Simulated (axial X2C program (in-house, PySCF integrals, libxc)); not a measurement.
# All-electron X2C curves of SbB

What are the state, bond length, wavenumber and bond energy of SbB, and what does spin–orbit coupling change?

Method: all-electron X2C, Sb dyall-v3z, B dyall-v3z; program: an in-house X2C program for linear molecules on PySCF integrals.

All values are calculated.

### 1 Set-up

Input file task.json:

```json
{"zs": [51, 5], "q": 0, "bas": ["dyall-v3z", "dyall-v3z"], "levels": ["PBE0", "HF", "r2SCAN0", "B3LYP"], "cc": false, "r0": 2.25, "npts": 10, "nst": 2, "ntry": 6, "opt": {"auxb": 4.0}}
```

Keys: zs atomic numbers; q charge; bas basis sets; levels methods (HF also brings MP2); cc coupled cluster on or off; r0 starting distance in Å; npts points asked for on the curve; nst determinants followed; ntry starts of the search; auxb ratio of fitting exponents.

The run is started by

```bash
$ python so2c.py task.json out
```

Spin-free means the one-electron spin-free X2C Hamiltonian; two-component (2c) means X2C with spin–orbit coupling and atomic mean-field two-electron Coulomb and Gaunt terms. Basis: Sb dyall-v3z contracted to [11s12p8d1f], B dyall-v3z contracted to [7s6p2d1f]; Gaussian nuclei, density fitting. Masses: Sb 120.904 u, B 11.009 u.

Notation: σ, π±, δ± give the projection m of an orbital's angular momentum (0, ±1, ±2), α and β its spin, Λ and M_S the sums; ω is the projection of a spinor's total angular momentum and Ω the sum. Logs are in hartree.

The results follow Hamiltonian by Hamiltonian and level by level.

### 2 Which state to follow

PBE0 moves the distance from 2.250 Å to 2.061 Å and compares determinants there.

Spin-free determinants:

| ΔE (eV) | state | open shells |
| --- | --- | --- |
| 0.00 | M_S = 1, Λ = 1 | beyond closed shells: σα, π+α, π+β, π-α |
| 0.13 | M_S = 0, Λ = 1 | beyond closed shells: σβ, π+α, π+β, π-α |
| 0.88 | M_S = 0, Λ = 0 | closed shell |
| 0.90 | M_S = 1, Λ = 0 | beyond closed shells: π+α, π-α |
| 1.62 | M_S = 0, Λ = 2 | beyond closed shells: π+α, π+β |
| 1.62 | M_S = 0, Λ = 0 | beyond closed shells: π+β, π-α |
| 1.80 | M_S = 2, Λ = 1 | beyond closed shells: σα, 2 × π+α, π-α |

Two-component determinants:

```csv
ΔE (eV),state,open shells
0.00,Ω = 2,"excess of +ω over −ω: ω = 1/2, ω = 3/2"
0.14,Ω = 1,"excess of +ω over −ω: ω = -1/2, ω = 3/2"
0.38,Ω = 1,excess of +ω over −ω: 2 × ω = 1/2
0.67,Ω = 0,closed shell
1.46,Ω = 0,closed shell
1.97,Ω = 3,excess of +ω over −ω: 2 × ω = 3/2
3.10,Ω = 4,"excess of +ω over −ω: 2 × ω = 1/2, 2 × ω = 3/2"
```

### 3 PBE0, spin-free

State followed: M_S = 1, Λ = 1 (beyond closed shells: σα, π+α, π+β, π-α). The scan is laid around 2.061 Å, a first estimate of the minimum, and this SCF restarts from the orbitals of the search.

Output at 2.061 Å:

```text
spin-free X2C-1e  PBE0
basis functions 136  fitting functions 445  grid points 5079
iter        total energy     max residual
   1      -6505.787213492     6.16e-07
   2      -6505.787213492     8.97e-07
converged
one-electron -9061.22667088  Coulomb 2665.46058448  exact exchange -43.09391135  xc functional -132.40037867  nuclear repulsion 65.47316292
```

Along the bond, energies from the lowest point:

| R (Å) | E (eV) | μ (D) | HOMO (eV) | LUMO (eV) | iterations |
| --- | --- | --- | --- | --- | --- |
| 1.793 | 0.9104 | -0.87 | -6.56 | -4.66 | 12 |
| 1.875 | 0.3680 | -0.83 | -6.39 | -4.53 | 11 |
| 1.937 | 0.1392 | -0.80 | -6.28 | -4.44 | 11 |
| 1.999 | 0.0254 | -0.76 | -6.18 | -4.36 | 12 |
| 2.061 | 0.0000 | -0.72 | -6.08 | -4.28 | 2 |
| 2.133 | 0.0529 | -0.66 | -5.98 | -4.20 | 13 |
| 2.205 | 0.1690 | -0.60 | -5.88 | -4.12 | 13 |
| 2.298 | 0.3773 | -0.49 | -5.76 | -4.03 | 13 |
| 2.411 | 0.6798 | -0.34 | -5.62 | -3.92 | 14 |
| 2.576 | 1.1355 | -0.22 | -5.44 | -3.83 | 16 |

Dipoles are positive if B is the positive end.

Re = 2.051 Å, ωe = 699 cm⁻¹, ωexe = 4.28 cm⁻¹, Be = 0.3972 cm⁻¹, De = 2.55 eV, μ = -0.73 D.

### 4 HF, spin-free

The SCF at the reference distance of 2.061 Å:

```text
spin-free X2C-1e  HF
basis functions 136  fitting functions 445  grid points 5079
iter        total energy     max residual
   1      -6502.668568879     4.07e-01
   2      -6502.693137968     9.23e-03
   3      -6502.694808080     3.35e-03
   4      -6502.695171486     2.04e-03
   5      -6502.695344411     1.25e-03
   6      -6502.695441043     1.02e-03
   7      -6502.695507270     8.78e-04
   8      -6502.695577487     8.94e-04
   9      -6502.695651301     7.74e-04
  10      -6502.695794097     6.45e-04
  11      -6502.695873763     1.34e-04
  12      -6502.695873796     8.79e-05
  13      -6502.695874856     5.24e-05
  14      -6502.695875135     9.40e-06
  15      -6502.695875142     3.56e-06
  16      -6502.695875144     1.08e-06
converged
one-electron -9058.60545177  Coulomb 2662.84939871  exact exchange -172.41298501  xc functional 0.00000000  nuclear repulsion 65.47316292
```

No constants are quoted: too few points lie around the minimum for a second fit to confirm the first.

### 5 r2SCAN0, spin-free

The SCF at the reference distance of 2.061 Å:

```text
spin-free X2C-1e  r2SCAN0
basis functions 136  fitting functions 445  grid points 5079
iter        total energy     max residual
   1      -6506.142440396     9.04e-02
   2      -6506.144809847     3.39e-03
   3      -6506.143993172     7.82e-03
   4      -6506.145021756     1.17e-03
   5      -6506.145045871     2.60e-04
   6      -6506.145047711     6.65e-05
   7      -6506.145048251     6.35e-05
   8      -6506.145048511     3.87e-05
   9      -6506.145048642     3.18e-05
  10      -6506.145048719     9.08e-06
  11      -6506.145048727     7.10e-07
  12      -6506.145048727     1.05e-07
converged
one-electron -9061.15964838  Coulomb 2665.41434623  exact exchange -43.10128077  xc functional -132.77162874  nuclear repulsion 65.47316292
```

Re = 2.043 Å, ωe = 714 cm⁻¹, ωexe = 4.33 cm⁻¹, Be = 0.4001 cm⁻¹, De = 2.34 eV, μ = -0.53 D.

### 6 B3LYP, spin-free

Output at 2.061 Å:

```text
spin-free X2C-1e  B3LYP
basis functions 136  fitting functions 445  grid points 5079
iter        total energy     max residual
   1      -6506.277179605     7.07e-02
   2      -6506.278689129     2.76e-03
   3      -6506.278206925     6.04e-03
   4      -6506.278762510     1.59e-03
   5      -6506.278805898     2.52e-04
   6      -6506.278807480     1.21e-04
   7      -6506.278808109     5.69e-05
   8      -6506.278808307     2.42e-05
   9      -6506.278808349     1.02e-05
  10      -6506.278808354     3.10e-06
  11      -6506.278808354     1.79e-07
converged
one-electron -9061.31631410  Coulomb 2665.54708923  exact exchange -34.47240081  xc functional -141.51034560  nuclear repulsion 65.47316292
```

Re = 2.067 Å, ωe = 670 cm⁻¹, ωexe = 4.23 cm⁻¹, Be = 0.391 cm⁻¹, De = 2.51 eV, μ = -0.77 D.

### 7 Correlated methods, spin-free

Correlated methods: 18 electrons correlated (frozen shells, counted by type: Sb 4 s, 3 p, 1 d; B 1 s), 176 virtual spinors in MP2.

MP2: No constants are quoted: too few points lie around the minimum for a second fit to confirm the first.

### 8 A higher determinant, spin-free

State: M_S = 0, Λ = 1 (beyond closed shells: σβ, π+α, π+β, π-α).

Output at the reference distance:

```text
spin-free X2C-1e  PBE0
basis functions 136  fitting functions 445  grid points 5079
iter        total energy     max residual
   1      -6505.782543765     1.02e-06
   2      -6505.782543765     2.31e-06
converged
one-electron -9061.24705747  Coulomb 2665.48376800  exact exchange -43.09374279  xc functional -132.39867442  nuclear repulsion 65.47316292
```

| R (Å) | E above the lowest PBE0 point (eV) |
| --- | --- |
| 1.793 | 1.070 |
| 1.875 | 0.518 |
| 1.937 | 0.281 |
| 1.999 | 0.160 |
| 2.061 | 0.127 |
| 2.133 | 0.172 |
| 2.205 | 0.281 |
| 2.298 | 0.483 |
| 2.411 | 0.780 |

Re = 2.057 Å, ωe = 691 cm⁻¹, ωexe = 4.09 cm⁻¹, Be = 0.3947 cm⁻¹, μ = -0.67 D. ⟨S²⟩ = 1.03 against 0.00 for a pure state, so this determinant mixes spins. Te = 0.13 eV.

### 9 The spin-free curves together

Energy (eV) of the followed determinant, spin-free, from each level's lowest point:

| R (Å) | PBE0 | HF | MP2 | r2SCAN0 | B3LYP |
| --- | --- | --- | --- | --- | --- |
| 1.793 | 0.910 | 0.781 | 0.765 | 0.883 | 0.977 |
| 1.875 | 0.368 | 0.268 | 0.277 | 0.346 | 0.417 |
| 1.937 | 0.139 | 0.073 | 0.086 | 0.123 | 0.173 |
| 1.999 | 0.025 | 0.000 | 0.003 | 0.017 | 0.042 |
| 2.061 | 0.000 | 0.018 | 0.000 | 0.000 | 0.000 |
| 2.133 | 0.053 | 0.120 | 0.066 | 0.063 | 0.032 |
| 2.205 | 0.169 | n/a | n/a | 0.190 | 0.128 |
| 2.298 | 0.377 | n/a | n/a | 0.410 | 0.312 |
| 2.411 | 0.680 | n/a | n/a | 0.721 | 0.587 |
| 2.576 | 1.136 | n/a | n/a | 1.162 | 1.018 |

### 10 PBE0, 2c

State followed: Ω = 2 (excess of +ω over −ω: ω = 1/2, ω = 3/2). The scan is laid around 2.061 Å, a first estimate of the minimum, and this SCF restarts from the orbitals of the search.

The SCF at the reference distance of 2.061 Å:

```text
two-component X2C + atomic mean field  PBE0
basis functions 136  fitting functions 445  grid points 5079
iter        total energy     max residual
   1      -6503.061972844     2.04e-06
   2      -6503.061972844     1.03e-06
converged
one-electron -9053.45475148  Coulomb 2664.09207020  exact exchange -43.06872715  xc functional -132.32770422  nuclear repulsion 65.47316292  atomic mean-field constant -3.77602311
```

Along the bond, energies from the lowest point:

| R (Å) | E (eV) | μ (D) | HOMO (eV) | LUMO (eV) | iterations |
| --- | --- | --- | --- | --- | --- |
| 1.793 | 0.9192 | -0.85 | -6.59 | -4.51 | 12 |
| 1.875 | 0.3751 | -0.82 | -6.47 | -4.38 | 12 |
| 1.937 | 0.1444 | -0.79 | -6.37 | -4.29 | 11 |
| 1.999 | 0.0282 | -0.76 | -6.27 | -4.21 | 11 |
| 2.061 | 0.0000 | -0.72 | -6.19 | -4.14 | 2 |
| 2.133 | 0.0491 | -0.67 | -6.09 | -4.06 | 13 |
| 2.205 | 0.1610 | -0.61 | -6.00 | -3.98 | 13 |
| 2.298 | 0.3636 | -0.51 | -5.89 | -3.90 | 14 |
| 2.411 | 0.6592 | -0.37 | -5.77 | -3.80 | 14 |
| 2.576 | 1.1146 | -0.09 | -5.59 | -3.80 | 16 |

Dipoles are positive if B is the positive end.

Re = 2.054 Å, ωe = 692 cm⁻¹, ωexe = 4.36 cm⁻¹, Be = 0.3962 cm⁻¹, De = 2.65 eV, μ = -0.73 D.

### 11 HF, 2c

Output at 2.061 Å:

```text
two-component X2C + atomic mean field  HF
basis functions 136  fitting functions 445  grid points 5079
iter        total energy     max residual
   1      -6499.940450076     4.29e-01
   2      -6499.965050498     9.32e-03
   3      -6499.966801401     3.28e-03
   4      -6499.967214766     2.39e-03
   5      -6499.967465518     1.87e-03
   6      -6499.967654543     1.58e-03
   7      -6499.967822515     1.39e-03
   8      -6499.968040208     1.17e-03
   9      -6499.968238162     6.82e-04
  10      -6499.968335113     1.50e-04
  11      -6499.968336925     1.42e-04
  12      -6499.968338357     6.45e-05
  13      -6499.968338785     4.94e-05
  14      -6499.968339060     3.07e-05
  15      -6499.968339276     1.91e-05
  16      -6499.968339320     9.68e-06
  17      -6499.968339324     7.34e-06
  18      -6499.968339326     5.15e-06
  19      -6499.968339328     2.87e-06
converged
one-electron -9050.80034182  Coulomb 2661.45115280  exact exchange -172.31629012  xc functional 0.00000000  nuclear repulsion 65.47316292  atomic mean-field constant -3.77602311
```

Re = 2.020 Å, ωe = 756 cm⁻¹, ωexe = 6.01 cm⁻¹, Be = 0.4094 cm⁻¹, De = 1.30 eV, μ = -0.30 D.

### 12 r2SCAN0, 2c

The SCF at the reference distance of 2.061 Å:

```text
two-component X2C + atomic mean field  r2SCAN0
basis functions 136  fitting functions 445  grid points 5079
iter        total energy     max residual
   1      -6503.412163361     8.97e-02
   2      -6503.414583522     3.37e-03
   3      -6503.413869085     7.35e-03
   4      -6503.414786425     1.28e-03
   5      -6503.414813772     2.83e-04
   6      -6503.414816455     1.22e-04
   7      -6503.414817981     1.12e-04
   8      -6503.414818833     5.98e-05
   9      -6503.414819156     3.69e-05
  10      -6503.414819233     7.19e-06
  11      -6503.414819237     6.43e-07
  12      -6503.414819237     9.78e-08
converged
one-electron -9053.37952657  Coulomb 2664.03774196  exact exchange -43.07611474  xc functional -132.69405969  nuclear repulsion 65.47316292  atomic mean-field constant -3.77602311
```

Re = 2.046 Å, ωe = 710 cm⁻¹, ωexe = 4.37 cm⁻¹, Be = 0.3993 cm⁻¹, De = 2.45 eV, μ = -0.53 D.

### 13 B3LYP, 2c

Output at 2.061 Å:

```text
two-component X2C + atomic mean field  B3LYP
basis functions 136  fitting functions 445  grid points 5079
iter        total energy     max residual
   1      -6503.552492388     7.07e-02
   2      -6503.554023835     2.86e-03
   3      -6503.553585631     5.79e-03
   4      -6503.554102266     1.67e-03
   5      -6503.554148482     2.77e-04
   6      -6503.554151036     1.58e-04
   7      -6503.554152280     6.48e-05
   8      -6503.554152554     2.37e-05
   9      -6503.554152592     9.81e-06
  10      -6503.554152596     3.27e-06
  11      -6503.554152596     3.31e-07
converged
one-electron -9053.54510701  Coulomb 2664.17904140  exact exchange -34.45217589  xc functional -141.43305090  nuclear repulsion 65.47316292  atomic mean-field constant -3.77602311
```

Re = 2.071 Å, ωe = 661 cm⁻¹, ωexe = 4.42 cm⁻¹, Be = 0.3896 cm⁻¹, De = 2.58 eV, μ = -0.78 D.

### 14 MP2, 2c

Correlated methods: 18 electrons correlated (frozen shells, counted by type: Sb 4 s, 3 p, 1 d; B 1 s), 176 virtual spinors in MP2.

MP2: Re = 2.024 Å, ωe = 730 cm⁻¹, Be = 0.4078 cm⁻¹, De = 2.82 eV.

### 15 A higher determinant, 2c

State: Ω = 1 (excess of +ω over −ω: ω = -1/2, ω = 3/2).

Output at the reference distance:

```text
two-component X2C + atomic mean field  PBE0
basis functions 136  fitting functions 445  grid points 5079
iter        total energy     max residual
   1      -6503.056686494     8.75e-06
   2      -6503.056686503     8.11e-06
   3      -6503.056686507     9.79e-06
   4      -6503.056686509     4.44e-06
   5      -6503.056686510     1.98e-06
converged
one-electron -9053.44806523  Coulomb 2664.08546992  exact exchange -43.06731825  xc functional -132.32391276  nuclear repulsion 65.47316292  atomic mean-field constant -3.77602311
```

| R (Å) | E above the lowest PBE0 point (eV) |
| --- | --- |
| 1.793 | 1.094 |
| 1.875 | 0.541 |
| 1.937 | 0.303 |
| 1.999 | 0.180 |
| 2.061 | 0.144 |
| 2.133 | 0.183 |
| 2.205 | 0.285 |
| 2.298 | 0.468 |
| 2.411 | 0.674 |

No constants are quoted: the solution changes its character somewhere along the scan, so the fit is set aside.

### 16 The 2c curves together

Energy (eV) of the followed determinant, 2c, from each level's lowest point:

| R (Å) | PBE0 | HF | MP2 | r2SCAN0 | B3LYP |
| --- | --- | --- | --- | --- | --- |
| 1.793 | 0.919 | 0.797 | 0.754 | 0.891 | 0.987 |
| 1.875 | 0.375 | 0.279 | 0.268 | 0.352 | 0.425 |
| 1.937 | 0.144 | 0.079 | 0.078 | 0.128 | 0.179 |
| 1.999 | 0.028 | 0.000 | 0.000 | 0.019 | 0.046 |
| 2.061 | 0.000 | 0.012 | 0.006 | 0.000 | 0.000 |
| 2.133 | 0.049 | 0.106 | 0.092 | 0.060 | 0.028 |
| 2.205 | 0.161 | 0.257 | 0.236 | 0.184 | 0.118 |
| 2.298 | 0.364 | 0.486 | 0.476 | 0.401 | 0.293 |
| 2.411 | 0.659 | n/a | n/a | 0.714 | 0.555 |
| 2.576 | 1.115 | n/a | n/a | 1.188 | 0.966 |

The whole job took 2.8 min on 1 thread, shared host.

### 17 Constants

```csv
Hamiltonian,level,Re (Å),ωe (cm⁻¹),De (eV)
spin-free,PBE0,2.051,699,2.55
spin-free,r2SCAN0,2.043,714,2.34
spin-free,B3LYP,2.067,670,2.51
2c,PBE0,2.054,692,2.65
2c,HF,2.020,756,1.30
2c,MP2,2.024,730,2.82
2c,r2SCAN0,2.046,710,2.45
2c,B3LYP,2.071,661,2.58
```

**Reading.** One setting of the input is poor: density fitting set too sparse (a ratio of 4 between fitting exponents, against the usual 2). 6 of 94 points did not converge. The numbers above are not properties of SbB; the cure is to run again with the usual setting.
